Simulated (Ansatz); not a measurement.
# Molecular dynamics of K3LuSi2O7

The input (input.yaml):

```yaml
accuracy: low
crystal:
  lattice:
    - [5.822807, 0.0, 0.0]
    - [-2.911404, 5.042699, 0.0]
    - [0.0, 0.0, 14.204872]
  atoms:
    - { symbol: K, position: [0.33118596, 0.70575372, 0.39191904] }
    - { symbol: K, position: [0.68523395, 0.34859643, 0.57005437] }
    - { symbol: K, position: [0.3405028, 0.59451188, 0.07442061] }
    - { symbol: K, position: [0.66609764, 0.33994546, 0.90351126] }
    - { symbol: K, position: [0.0668344, 0.11350697, 0.25797169] }
    - { symbol: K, position: [-0.05946309, 0.03743586, 0.76387065] }
    - { symbol: Lu, position: [0.01594678, 0.01262998, 0.50344807] }
    - { symbol: Lu, position: [-0.02240823, -0.04380306, 0.0106263] }
    - { symbol: Si, position: [0.3269447, 0.69141787, 0.86248327] }
    - { symbol: Si, position: [0.35502679, 0.68447359, 0.62563152] }
    - { symbol: Si, position: [0.6801304, 0.36325764, 0.36392381] }
    - { symbol: Si, position: [0.644509, 0.28160175, 0.13537055] }
    - { symbol: O, position: [0.33968592, 0.1273956, 0.09410252] }
    - { symbol: O, position: [0.17411094, 0.38452596, 0.59287853] }
    - { symbol: O, position: [0.85025716, 0.20269842, 0.38436781] }
    - { symbol: O, position: [0.65288069, 0.84033424, 0.58961407] }
    - { symbol: O, position: [0.85954055, 0.68136094, 0.38986899] }
    - { symbol: O, position: [0.59704465, 0.80035041, 0.91465267] }
    - { symbol: O, position: [0.15977764, 0.35141446, 0.91633212] }
    - { symbol: O, position: [0.79537195, 0.56939605, 0.07952921] }
    - { symbol: O, position: [0.78173875, 0.08198857, 0.11324572] }
    - { symbol: O, position: [0.24314201, 0.87271999, 0.58871709] }
    - { symbol: O, position: [0.35771962, 0.65458459, 0.75049838] }
    - { symbol: O, position: [0.38867431, 0.21695943, 0.4175448] }
    - { symbol: O, position: [0.14402686, 0.82907635, 0.88570355] }
    - { symbol: O, position: [0.64081608, 0.35015916, 0.24460911] }
basis:
  ecutwfc: 420.0
kpoints:
  mp_grid: { grid: [2, 2, 1] }
hamiltonian:
  xc: pbesol
scf:
  occupations: { method: fermi_dirac, width: 0.05 }
  lower_state_search: "off"
md:
  timestep: 1
  n_steps: 120
  ensemble: nvt_langevin
  temperature: 1950.0
  initial_velocities: maxwell_boltzmann
  seed: 496030
  friction: 0.005
```

Launched with:

```bash
$ ansatz run input.yaml --threads 2 --pin off --max-ram 5120MiB --backend cpu --events-out ev --progress --plain --runs-dir out
```

It goes on from the last frame of an earlier run, with new velocities.

Output, in part (step lines):

```
md step     0: t =     0.00 fs  T =  1875.0 K  F+E_penalty+E_count = -48689.71609293 eV  E_kin = 6.301425 eV  (12 SCF iters)
md step     1: t =     1.00 fs  T =  1866.2 K  F+E_penalty+E_count = -48689.72172030 eV  E_kin = 6.271801 eV  (11 SCF iters)
md step     2: t =     2.00 fs  T =  1849.2 K  F+E_penalty+E_count = -48689.63799782 eV  E_kin = 6.214712 eV  (11 SCF iters)
md step     3: t =     3.00 fs  T =  1801.0 K  F+E_penalty+E_count = -48689.47963581 eV  E_kin = 6.052637 eV  (11 SCF iters)
md step     4: t =     4.00 fs  T =  1739.9 K  F+E_penalty+E_count = -48689.26384101 eV  E_kin = 5.847260 eV  (10 SCF iters)
md step     5: t =     5.00 fs  T =  1742.3 K  F+E_penalty+E_count = -48689.00619625 eV  E_kin = 5.855434 eV  (6 SCF iters)
md step     6: t =     6.00 fs  T =  1648.2 K  F+E_penalty+E_count = -48688.72554441 eV  E_kin = 5.539208 eV  (7 SCF iters)
md step     7: t =     7.00 fs  T =  1554.2 K  F+E_penalty+E_count = -48688.44549797 eV  E_kin = 5.223216 eV  (7 SCF iters)
[... lines left out ...]
md step   120: t =   120.00 fs  T =  1797.9 K  F+E_penalty+E_count = -48687.74613331 eV  E_kin = 6.042282 eV  (10 SCF iters)
```

The steps, from the saved trajectory:

| time (fs) | T (K) | potential energy less start (eV) |
| --- | --- | --- |
| 0.0 | 1875 | 0.000 |
| 4.0 | 1740 | 0.452 |
| 8.0 | 1493 | 1.525 |
| 12.0 | 1301 | 2.147 |
| 16.0 | 1345 | 1.994 |
| 20.0 | 1403 | 1.722 |
| 24.0 | 1457 | 1.682 |
| 28.0 | 1495 | 2.372 |
| 32.0 | 1259 | 3.018 |
| 36.0 | 1524 | 2.449 |
| 40.0 | 1498 | 2.142 |
| 44.0 | 1338 | 2.787 |
| 48.0 | 1217 | 3.558 |
| 52.0 | 1329 | 3.312 |
| 56.0 | 1550 | 2.669 |
| 60.0 | 1638 | 2.700 |
| 64.0 | 1705 | 3.089 |
| 68.0 | 1585 | 3.395 |
| 72.0 | 1698 | 3.526 |
| 76.0 | 1843 | 3.564 |
| 80.0 | 1763 | 3.846 |
| 84.0 | 1660 | 3.795 |
| 88.0 | 1688 | 3.738 |
| 92.0 | 1588 | 3.872 |
| 96.0 | 1544 | 3.821 |
| 100.0 | 1601 | 3.947 |
| 104.0 | 1504 | 4.274 |
| 108.0 | 1408 | 4.147 |
| 112.0 | 1670 | 2.803 |
| 116.0 | 2020 | 1.740 |
| 120.0 | 1798 | 1.970 |

The run went to its last step. The mean temperature of the second half is 14 % below the set value. A run of 0.12 ps of so small a system gives no equilibrium averages. Limits of this set-up: coarse k mesh, low accuracy level.

Mean squared displacements from the first frame to the last, about the centre of mass: K 0.33 Å², Lu 0.05 Å², Si 0.07 Å², O 0.22 Å².

Last frame:

```xyz
26
Lattice="5.8228 0.0000 0.0000 -2.9114 5.0427 0.0000 0.0000 0.0000 14.2049" Properties=species:S:1:pos:R:3
K 0.252 3.251 5.679
K 2.660 1.856 8.411
K -0.017 3.162 1.249
K 2.489 1.668 12.422
K 0.304 -0.354 3.480
K -0.080 0.199 10.750
Lu 0.045 -0.112 7.377
Lu 0.024 -0.096 0.067
Si 0.100 3.342 12.396
Si -0.157 3.319 9.032
Si 2.926 1.647 5.344
Si 3.114 1.635 1.876
O 1.915 0.666 1.285
O -0.112 1.736 8.976
O 4.159 0.868 6.003
O 0.871 4.241 8.228
O 2.806 3.380 5.834
O 1.332 4.114 12.977
O 0.005 1.603 12.956
O 3.233 3.249 1.385
O 4.563 0.940 1.434
O -1.783 3.896 8.832
O 0.101 3.379 10.599
O 1.554 0.872 6.039
O -1.409 3.893 12.864
O 3.065 2.060 3.664
```

Run time: 14 min on 2 threads of Intel(R) Xeon(R) Platinum 8175M CPU @ 2.50GHz (Skylake/Cascade Lake), with other jobs on the host, peak memory 1.2 GiB.
